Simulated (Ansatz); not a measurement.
The system is Co3W.

```xyz
4
Lattice="3.5669 0.0000 0.0000 0.0000 3.5669 0.0000 0.0000 0.0000 3.5669" Properties=species:S:1:pos:R:3 pbc="T T T"
W     0.0000    0.0000    0.0000
Co    0.0000    1.7834    1.7834
Co    1.7834    0.0000    1.7834
Co    1.7834    1.7834    0.0000
```

The cell comes from a database or a generator and needn't be the stable form of this composition.

| Quantity | Value |
| --- | --- |
| Program | Ansatz 0.2.0 |
| Task | single point |
| Functional | PBEsol |
| Potentials or basis | all-electron LAPW, scalar-relativistic |
| Cutoff | 325 eV (chosen from the basis error) |
| Basis error allowed | 0.001 eV/atom |
| k mesh | 8 × 8 × 8 |
| Occupations | fermi-dirac, width 0.05 eV |
| Spin | collinear spin, ferromagnetic start |
| Starting moments | [0.0, 2.0, 2.0, 2.0] μB |

On this cell: pressure -4.1 GPa; largest force zero by symmetry; net moment 0.59 μB per cell; site moments W -0.09; Co +0.24 μB; band gap on the k mesh none (metal or under the smearing width).

The same run follows on a disturbed copy (atoms moved at random, drawn with an rms of 0.05 Å):

```
CELL_PARAMETERS angstrom
3.56687 0.00000 0.00000
0.00000 3.56687 0.00000
0.00000 0.00000 3.56687
ATOMIC_POSITIONS crystal
W 0.00264 0.99976 0.00407
Co 0.97814 0.49135 0.50617
Co 0.49526 0.99559 0.49848
Co 0.49372 0.50336 0.00369
```

What changes?

The energy (extrapolated to zero smearing) moves by +7.2 meV/atom; pressure -3.8 GPa; largest force 0.628 eV/Å; net moment 0.59 μB per cell; site moments W -0.09; Co +0.24, +0.25 μB; band gap on the k mesh none (metal or under the smearing width).

Forces on the atoms (eV/Å):
```
W   -0.313 -0.081 -0.045
Co   0.574  0.232 -0.102
Co  -0.159  0.067  0.185
Co  -0.102 -0.218 -0.038
```

Stress tensor (GPa, compression positive):
```
-3.63  0.11 -0.01
 0.11 -3.85  0.07
-0.01  0.07 -3.91
```

Caveats: the starting moments weren't kept.
